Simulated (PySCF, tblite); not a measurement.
**C4H9FO2Si: geometry, infrared bands and NMR shifts**

Wanted: the infrared bands and NMR shifts of C4H9FO2Si (`CC(C)OC(=O)[SiH2]F`), by calculation.

The runs use tblite 0.8.0 and PySCF 2.14.0, with density-fitted response routines of our own; the level of theory stands in each step. All values are computed, except where a source is named. Atoms are numbered from 0 throughout.

## Step 1: The molecule as given

17 atoms, charge 0, multiplicity 1; geometry from: force field or distance geometry start.

Bonds of the start (Å): C0–C1 1.51, C1–C2 1.53, C1–O3 1.45, O3–C4 1.38, C4–O5 1.22, C4–Si6 1.91, Si6–F7 1.61, C0–H8 1.10, C0–H9 1.09, C0–H10 1.10, C1–H11 1.10, C2–H12 1.10, C2–H13 1.10, C2–H14 1.08, Si6–H15 1.48, Si6–H16 1.49.

## Step 2: Optimising the geometry with GFN2-xTB

What the job is given:

```
{"job": {"kind": "relax", "xc": "GFN2-xTB", "basis": "xTB"}, "charge": 0, "multiplicity": 1}
C     -2.070500     0.249300    -0.912400
C     -1.040600    -0.266500     0.058300
C     -1.271300     0.281700     1.469300
O      0.250700     0.176300    -0.416000
C      1.328000    -0.572900    -0.004200
O      1.272100    -1.573400     0.689900
Si     3.040600    -0.003300    -0.616800
F      3.206000     1.586400    -0.405100
H     -2.035000     1.341700    -0.981200
H     -1.888100    -0.135900    -1.913200
H     -3.092200    -0.046700    -0.615400
H     -1.090000    -1.369700     0.079100
H     -1.200400     1.379000     1.483100
H     -2.268700     0.007100     1.831700
H     -0.537000    -0.082800     2.174500
H      3.228600    -0.293800    -2.051800
H      4.160700    -0.664500     0.120200
```

The run is started by

```
OMP_NUM_THREADS=1 python probes_run.py task.json out
```

This one command runs all jobs of the session in turn.

**Question.** This job is followed by: GFN2-xTB harmonic vibrations, gas phase; GIAO PBE0/pcSseg-1 NMR shielding, non-relativistic, gas phase. What will the session give for the following? strongest single infrared mode (GFN2-xTB); zero-point energy (GFN2-xTB); 13C shifts against TMS (PBE0/pcSseg-1, means over atoms taken as alike); 1H shifts against TMS (PBE0/pcSseg-1, means over atoms taken as alike); 17O shifts against H2O (PBE0/pcSseg-1); 29Si shifts against TMS (PBE0/pcSseg-1); 19F shifts against CFCl3 (PBE0/pcSseg-1).

As calculated:

| quantity | value |
| --- | --- |
| strongest single infrared mode (GFN2-xTB) | 1735 cm⁻¹, 333 km/mol |
| zero-point energy (GFN2-xTB) | 78.3 kcal/mol |
| 13C shifts against TMS (PBE0/pcSseg-1, means over atoms taken as alike) | 184.4, 69.1, 23.8 ppm |
| 1H shifts against TMS (PBE0/pcSseg-1, means over atoms taken as alike) | 5.37, 5.05, 1.36 ppm |
| 17O shifts against H2O (PBE0/pcSseg-1) | 506.1, 274.6 ppm |
| 29Si shifts against TMS (PBE0/pcSseg-1) | -22.1 ppm |
| 19F shifts against CFCl3 (PBE0/pcSseg-1) | -226.6 ppm |

What this shows: Relaxing lowered the energy by 0.191 eV in 61 steps; the close pair that moved most is O3–C4, from 1.375 to 1.329 Å. All 45 modes are real, so the xTB geometry is a minimum. The strongest single mode, at 1735 cm⁻¹, moves mainly C4 and O5. GFN2-xTB is a fitted tight-binding method: band positions and strengths are rough. Its intensities can rank the bands wrongly. H11 (hydrogen on an sp3 CH bonded to O) lies farthest downfield among hydrogen, at 5.37 ppm; its carbon carries O, hence the downfield position. At PBE0/pcSseg-1: The largest span, 828 ppm, is at O5, where the paramagnetic term is -574 ppm.
